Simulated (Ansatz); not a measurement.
# CHBBrFO: small, medium and large basis sets

How large a basis does CHBBrFO need? Two functionals are run in growing sets.

Program: Ansatz 0.2.0, Gaussian basis. Level of theory: one geometry, several basis sets. These are calculated values, not measurements.

Levels to be run: PBE0-D4/def2-SVP; ωB97M-V/def2-SVP; PBE0-D4/def2-QZVPP; ωB97M-V/def2-QZVPP; the functionals' def2-TZVPP values are taken from earlier runs.

## 1. The geometry

All runs share one geometry, relaxed beforehand with PBE0-D4 in a triple-zeta def2 set.

SMILES `FC1(Br)BO1`, 6 atoms, charge 0, spin multiplicity 1.

Atoms are counted from 1 here; the program's logs count them from 0.

Bond lengths: F1–C2 1.337 Å, C2–Br3 1.908 Å, C2–B4 1.504 Å, C2–O5 1.433 Å, B4–O5 1.346 Å, B4–H6 1.180 Å. Angles: F1–C2–Br3 110.1°, F1–C2–B4 123.6°, F1–C2–O5 112.5°, Br3–C2–B4 125.3°, Br3–C2–O5 114.6°, B4–C2–O5 54.5°, C2–B4–O5 60.1°, C2–B4–H6 161.8°, O5–B4–H6 138.1°, C2–O5–B4 65.4°.

As a file:

```mol
CHBBrFO
  3D, bonds by distance, orders not assigned

  6  6  0  0  0  0  0  0  0  0999 V2000
    1.6496   -0.2848    0.4824 F   0  0
    0.3532   -0.3731    0.1691 C   0  0
   -0.2749   -2.1508    0.4643 Br  0  0
   -0.4051    0.7087   -0.5496 B   0  0
   -0.4332    0.6490    0.7950 O   0  0
   -0.8474    1.3871   -1.4074 H   0  0
  1  2  8  0
  2  3  8  0
  2  4  8  0
  4  5  8  0
  4  6  8  0
  2  5  8  0
M  END
```

## 2. PBE0-D4 in def2-SVP

File in.yaml:

```yaml
crystal:
  periodic: [false, false, false]
  atoms:
    - {symbol: F, position_ang: [1.649648, -0.284792, 0.482448]}
    - {symbol: C, position_ang: [0.353154, -0.373067, 0.169070]}
    - {symbol: Br, position_ang: [-0.274949, -2.150803, 0.464286]}
    - {symbol: B, position_ang: [-0.405137, 0.708652, -0.549555]}
    - {symbol: O, position_ang: [-0.433220, 0.648981, 0.794967]}
    - {symbol: H, position_ang: [-0.847396, 1.387130, -1.407416]}
basis:
  gaussian: {orbitals: def2-SVP}
hamiltonian: {xc: pbe0, dispersion: d4}
output: {orbitals: {seedname: orbitals}}
```

On the command line:

```sh
ansatz run in.yaml --threads 2 --pin off --events-out ev --progress --plain --max-ram 4352MiB
```

Further steps of the session: ωB97M-V in def2-SVP; PBE0-D4 in def2-QZVPP; ωB97M-V in def2-QZVPP.

**Question.** What will the summary of the whole plan be? Wanted: PBE0-D4: double and triple zeta above quadruple; ωB97M-V: double and triple zeta above quadruple.

The runs gave:

```
                                       quantity           value
PBE0-D4: double and triple zeta above quadruple  17.95, 1.78 eV
ωB97M-V: double and triple zeta above quadruple  18.00, 1.70 eV
```

In words: For PBE0-D4 the step from double to triple zeta gains 16.17 eV and the next only 1.78 eV. Total energies overstate the basis error of differences, where much of it tends to cancel.
